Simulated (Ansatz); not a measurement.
**C4H10AlF: up Jacob's ladder to CCSD(T)**

An exercise on one series of results from a longer session: the logs are not shown, and one member is left open.

Method: functionals in def2-TZVPP, the program's frozen cores in correlated methods; program: Ansatz 0.2.0, Gaussian basis.

The runs, in order: LDA (SPW92), PBE-D4, revPBE-D4, BLYP-D4, r2SCAN-D4, B97M-V, PBE0-D4, B3LYP-D4, r2SCANh-D4, r2SCAN0-D4, HSE06-D4, BHLYP-D4, CAM-B3LYP-D4, LC-ωPBE, ωB97X-V, ωB97M-V, B2PLYP, PBE-QIDH; CCSD(T)/def2-SVP; MP2/def2-TZVPP; MP2/def2-QZVPP; RPA on PBE.

### The geometry

All runs share one geometry, relaxed beforehand with PBE0-D4 in a triple-zeta def2 set.

SMILES `C[CH2][Al]([F])[CH2]C`, 16 atoms, charge 0, spin multiplicity 1.

Atoms are counted from 1 here; the program's logs count them from 0.

Bond lengths: C1–C2 1.529 Å, C1–H7 1.094 Å, C1–H8 1.094 Å, C1–H9 1.094 Å, C2–Al3 1.953 Å, C2–H10 1.098 Å, C2–H11 1.098 Å, Al3–F4 1.660 Å, Al3–C5 1.953 Å, C5–C6 1.528 Å, C5–H12 1.099 Å, C5–H13 1.099 Å, C6–H14 1.093 Å, C6–H15 1.093 Å, C6–H16 1.094 Å. Angles: C2–C1–H7 111.8°, C2–C1–H8 112.1°, C2–C1–H9 111.8°, H7–C1–H8 107.0°, H7–C1–H9 106.7°, H8–C1–H9 107.0°, C1–C2–Al3 115.5°, C1–C2–H10 110.4°, C1–C2–H11 110.4°, Al3–C2–H10 107.8°, Al3–C2–H11 107.9°, H10–C2–H11 104.3°, C2–Al3–F4 117.0°, C2–Al3–C5 125.4°, F4–Al3–C5 117.7°, Al3–C5–C6 116.8°, Al3–C5–H12 107.3°, Al3–C5–H13 107.3° and more.

The first run:

The input, in.yaml:

```yaml
crystal:
  periodic: [false, false, false]
  atoms:
    - {symbol: C, position_ang: [1.474656, -2.033405, 0.035104]}
    - {symbol: C, position_ang: [1.183915, -1.172571, -1.194773]}
    - {symbol: Al, position_ang: [-0.009426, 0.344301, -0.895496]}
    - {symbol: F, position_ang: [-0.354938, 1.300931, -2.207349]}
    - {symbol: C, position_ang: [-0.822888, 0.822407, 0.814409]}
    - {symbol: C, position_ang: [-1.730223, 2.052092, 0.826008]}
    - {symbol: H, position_ang: [0.561483, -2.466030, 0.453325]}
    - {symbol: H, position_ang: [2.147676, -2.864978, -0.193842]}
    - {symbol: H, position_ang: [1.942562, -1.453500, 0.835568]}
    - {symbol: H, position_ang: [2.119039, -0.785910, -1.619934]}
    - {symbol: H, position_ang: [0.754217, -1.785668, -1.997330]}
    - {symbol: H, position_ang: [-0.008104, 0.942505, 1.541856]}
    - {symbol: H, position_ang: [-1.370697, -0.059589, 1.174144]}
    - {symbol: H, position_ang: [-2.573376, 1.937075, 0.140638]}
    - {symbol: H, position_ang: [-1.194443, 2.951025, 0.511808]}
    - {symbol: H, position_ang: [-2.142353, 2.248514, 1.820364]}
basis:
  gaussian: {orbitals: def2-TZVPP}
hamiltonian: {xc: lda}
output: {orbitals: {seedname: orbitals}}
```

On the command line:

```
> ansatz run in.yaml --threads 4 --pin off --events-out ev --progress --plain --max-ram 11315MiB
```

Steps of the session up to this table: LDA; PBE-D4 (GGA); revPBE-D4 (GGA); BLYP-D4 (GGA); r2SCAN-D4 (meta-GGA); B97M-V (meta-GGA); B3LYP-D4 (hybrid); r2SCANh-D4 (hybrid); r2SCAN0-D4 (hybrid); HSE06-D4 (hybrid); BHLYP-D4 (hybrid); CAM-B3LYP-D4 (range-separated); LC-ωPBE (range-separated); ωB97X-V (range-separated); ωB97M-V (range-separated); B2PLYP (double hybrid); PBE-QIDH (double hybrid).

One of the session's tables, all rows but one given; the rest of the session is left out.

It belongs to the step «Frontier levels by functional». 

```
  functional  HOMO (eV)  gap (eV)
 LDA (SPW92)      -6.11      4.78
      PBE-D4      -6.00      4.92
   revPBE-D4      -5.95      4.99
     BLYP-D4      -5.89      4.90
   r2SCAN-D4      -6.24      5.52
      B97M-V          ?         ?
     PBE0-D4      -7.25      6.95
    B3LYP-D4      -7.06      6.51
  r2SCANh-D4      -6.71      6.24
  r2SCAN0-D4      -7.41      7.32
    HSE06-D4      -6.85      6.19
    BHLYP-D4      -8.43      8.85
CAM-B3LYP-D4      -8.62      9.20
     LC-ωPBE      -9.95     11.70
     ωB97X-V      -9.60     11.17
     ωB97M-V      -9.45     10.65
```

Estimate the missing values for B97M-V.

**Answer.** HOMO (eV): -6.32; gap (eV): 5.41. In the column «HOMO (eV)» it lies between r2SCANh-D4 (-6.71) and r2SCAN-D4 (-6.24).
